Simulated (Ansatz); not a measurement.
# TeO4: the cost of one run

Program: Ansatz 0.2.0. Level of theory: DFT PBE, scalar-relativistic, plane waves, PAW, unless a step names another level. These are calculated values, not measurements.

4 further runs of the same task are left out: 4 set aside as unsound or not needed. Runs told in other sessions of the task aren't counted.

### 1 The formula and the candidates

Pauling electronegativities: Te 2.10, O 3.44 (spread 1.34). No set of common oxidation states balances it. Tabulated atomic sizes suggest about 14 Å³/atom. 29 candidates were drawn, by swapping species into database cells of other compounds, at random by space group and Wyckoff sites, or by hand, as the table says:

```csv
name,made from,space group no.,Wyckoff sites,atoms (primitive cell),V (Å³/atom)
c01,database cell of YbGa4,139,"Te 2a; O 4e, 4d",5,14.6
c02,random,139,Te 2b; O 8g,5,16.2
c03,built by hand: ZrCl4-derived chains with peroxide links,13,"Te 2e; O 4g, 4g",10,13.5
c04,random,35,"Te 2a; O 2b, 4c, 2a",5,14.3
c05,built by hand: CdI2-type TeO2 slabs with O2 layers,164,"Te 1a; O 2c, 2d",5,13.5
c06,database cell of CuAu4,166,"Te 3a; O 6c, 6c",5,12.9
c07,database cell of SnF4,139,"Te 2a; O 4e, 4c",5,12.4
c08,database cell of ZrCl4,13,"Te 2e; O 4g, 4g",10,14.9
c09,random,191,"Te 2d; O 6l, 1b, 1a",10,15.8
c10,random,123,Te 1a; O 4l,5,13.7
c11,random,137,Te 2a; O 8g,10,14.4
c12,random,134,"Te 2a; O 4d, 4e",10,14.9
c13,random,99,Te 1a; O 4d,5,17.2
c14,random,229,Te 2a; O 8c,5,15.3
c15,database cell of Zr4Pd,139,"Te 2a; O 4e, 4e",5,18.4
c16,database cell of PdF4,43,"Te 8a; O 16b, 16b",10,14.6
c17,random,191,"Te 1b; O 3f, 1a",5,13.9
c18,database cell of MnFe4,69,"Te 4a; O 8i, 8i",5,13.7
c19,built by hand: SnF4,139,"Te 2a; O 4e, 4c",5,13.5
c20,random,99,"Te 1b; O 1b, 2c, 1a",5,14.7
c21,random,194,"Te 2a; O 2c, 6g",10,14.0
c22,database cell of MnAu4,87,Te 2a; O 8h,5,12.9
c23,random,191,"Te 1a; O 3f, 1b",5,16.4
c24,random,189,"Te 1a, 1b; O 6i, 2d",10,15.9
c25,built by hand: SnF4-derived layers with bridging peroxide,12,"Te 2a; O 4i, 4e",5,13.2
c26,database cell of GeF4,217,Te 2a; O 8c,5,17.8
c27,random,58,Te 2a; O 8h,10,15.6
c28,database cell of YbGa4,12,"Te 2a; O 4i, 4h",5,14.5
c29,random,191,"Te 1a; O 3g, 1b",5,16.3
```

### 2 Screening run of c05

File input.yaml:

```yaml
crystal:
  lattice:
    - [3.1, 0.0, 0.0]
    - [-1.55, 2.68467875, 0.0]
    - [0.0, 0.0, 8.1]
  atoms:
    - { symbol: Te, position: [0.0, 0.0, 0.0] }
    - { symbol: O, position: [0.0, 0.0, 0.424] }
    - { symbol: O, position: [0.0, 0.0, 0.576] }
    - { symbol: O, position: [0.66666667, 0.33333333, 0.87] }
    - { symbol: O, position: [0.33333333, 0.66666667, 0.13] }
basis:
  ecutwfc: 420
kpoints:
  mp_grid: { grid: [6, 6, 2] }
hamiltonian:
  xc: pbe
scf:
  occupations: { method: gaussian, width: 0.2 }
  lower_state_search: "off"
output:
  forces: true
  stress: true
  eigenvalues: true
relax:
  adjacent_minimum: "off"
  f_tol: 0.08
  max_steps: 16
  cell: { stress_tol: 0.8 }
```

Command:

```bash
ansatz run input.yaml --threads 1 --pin off --max-ram 2560MiB --backend cpu --events-out ev --progress --plain --runs-dir out
```

**Question.** How long does this run take on 1 thread of AMD EPYC 7R43 (Zen 3), shared host, and how much memory does it need?

About 19 s, with a peak of 0.41 GiB.
